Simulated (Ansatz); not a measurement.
# Zr (Zirconium): the cost of one run

Computed with Ansatz 0.2.0 (DFT PBE, scalar-relativistic, plane waves, PAW, unless a step's input says otherwise).

1 further run of the same task is left out (set aside as unsound or not needed).

## 1. The starting structure

Symmetry: P6_3/mmc, No. 194, hexagonal system. The conventional cell has a = 3.233 Å, b = 3.233 Å, c = 5.169 Å, α = 90.00°, β = 90.00°, γ = 120.00°. Around Zr (site symmetry -6m2) lie 12 Zr at 3.19 to 3.23 Å.

Structure file:

```
CELL_PARAMETERS angstrom
3.23279 0.00000 0.00000
-1.61639 2.79968 0.00000
0.00000 0.00000 5.16912
ATOMIC_POSITIONS crystal
Zr 0.33333 0.66667 0.25000
Zr 0.66667 0.33333 0.75000
```

This cell was relaxed beforehand with the same method: volume 23.39 Å³/atom, gap on the mesh none (metal).

## 2. The bulk in the cell of the plane

input.yaml reads:

```yaml
crystal:
  lattice:
    - [3.2327898578, 0.0, 0.0]
    - [-1.6163949289, 2.799678142, 0.0]
    - [0.0, 0.0, 5.1691199231]
  atoms:
    - { symbol: Zr, position: [0.3333333333, 0.6666666667, 0.25] }
    - { symbol: Zr, position: [0.6666666667, 0.3333333333, 0.75] }
basis:
  ecutwfc: 420
kpoints:
  mp_grid: { grid: [12, 12, 7] }
hamiltonian:
  xc: pbe
scf:
  occupations: { method: gaussian, width: 0.1 }
output:
  forces: true
  stress: true
  eigenvalues: true
```

Started as:

```
> ansatz run input.yaml --threads 1 --pin off --max-ram 2560MiB --backend cpu --events-out ev --progress --plain --runs-dir out
```

Q: Estimate wall time and peak memory on 1 thread of AMD EPYC 7R43 (Zen 3), shared host.

About 3.4 s, with a peak of 0.41 GiB.
